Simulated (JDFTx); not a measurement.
ClTl: solvation with PBEsol

ClTl, in a box:

```
Cl Tl
1.0
     9.00000    0.00000    0.00000
     0.00000    9.00000    0.00000
     0.00000    0.00000   12.00000
Cl Tl
1 1
Direct
  0.50144 0.50233 0.39930
  0.50144 0.50233 0.60637
```

* Program: JDFTx 1.7.0 (patched build)
* Task: solvation
* Functional: PBEsol
* Potentials or basis: PseudoDojo-SR-PBEsol-0.4.1-standard with smoothed tails
* Cutoff: 844 eV
* Density cutoff: 3374 eV
* k mesh: 1 × 1 × 1
* Occupations: fixed
* Spin: no spin polarisation
* Check on overlapping cores: none
* Liquid model: LinearPCM
* Variant of the liquid model: SCCS_g09beta
* Solvent: H2O
* Local potential set to -Z/r beyond: 6 bohr
* Bands: 10
* Density cutoff over wavefunction cutoff: 4
* Max SCF steps: 100
* SCF threshold on the energy: 1e-06 Ha
* Solver of the electrons: minimize
* Further solve for the empty bands: no
* Start: saved state of an earlier run

The largest force is 0.888 eV/Å and the loewdin charges are Cl -0.49; Tl +0.54 e. The solvation energy is -0.354 eV.

Forces on the atoms (eV/Å):
```
Cl   0.000  0.000 -0.888
Tl   0.000  0.000  0.826
```

Wall time 43 s on 1 thread of Arm Neoverse V2, with other jobs on the host, peak memory 0.38 GiB.

Caveat: forces may be off by hundredths of an eV/Å; forces in the liquid are good to some per cent; the liquid is a continuum model, checked here against plausible ranges alone. The run has no spin-orbit coupling, so splittings on Tl are missing.
